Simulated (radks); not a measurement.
**Valence configurations of Pm²⁺**

One table from this session's results is given with a row withheld; the runs are named, their logs left out.

The numbers are computed with radks (a radial shooting solver on a logarithmic mesh, Libxc functionals) version 1 (scalar-relativistic Kohn-Sham, r2SCAN, spin-polarised, spherical densities, finite nucleus; open shells are filled with parallel spins first), except any that are marked as measured or tabulated.

### The atom as given

```
element            : promethium (Z = 61)
charge             : +2
electrons          : 59
configuration      : [Xe] 4f5
nuclear rms radius : 4.962 fm
others tried       : 4f4 5d1; 4f3 5d1 6p1; 4f3.5 5d1 6p0.5; 4f4.5 6s0.5; 4f3 5d2; 4f4 6p1; 4f4 6s1; 4f3 6s2; 4f3 6s1 6p1
```

Outer shells as boxes (Hund's rule):

Pm²⁺
```
[Xe] core
4f [↑ ][↑ ][↑ ][↑ ][↑ ][  ][  ]
```

The first run:

Settings of this run:

```text
Z 61
configuration [Xe] 4f5
relativity scalar-relativistic
functional r2scan,r2scan
spin polarised
nucleus finite rms 4.962 fm
c 137.035999084
```

Steps of the session up to this table: [Xe] 4f5.

One of the session's tables, all rows but one given; the rest of the session is left out.

It belongs to the step «[Xe] 4f5». Radial moments (bohr):

```
  level     <r>  outermost maximum (interpolated)  90 % within  nodes
  4d up  0.6893                             0.603         1.04      1
4d down       ?                                 ?            ?      ?
  5s up   1.434                              1.29         2.06      4
5s down   1.465                              1.30         2.12      4
  5p up   1.661                              1.46         2.42      3
5p down   1.702                              1.48         2.49      3
  4f up   1.010                             0.637         1.76      0
4f down   1.087                             0.640         1.96      0
```

Estimate the missing values for 4d down.

**Answer.** <r>: 0.6895; outermost maximum (interpolated): 0.602; 90 % within: 1.04; nodes: 1. In the column «<r>» it lies between 4d up (0.6893) and 4f up (1.010).
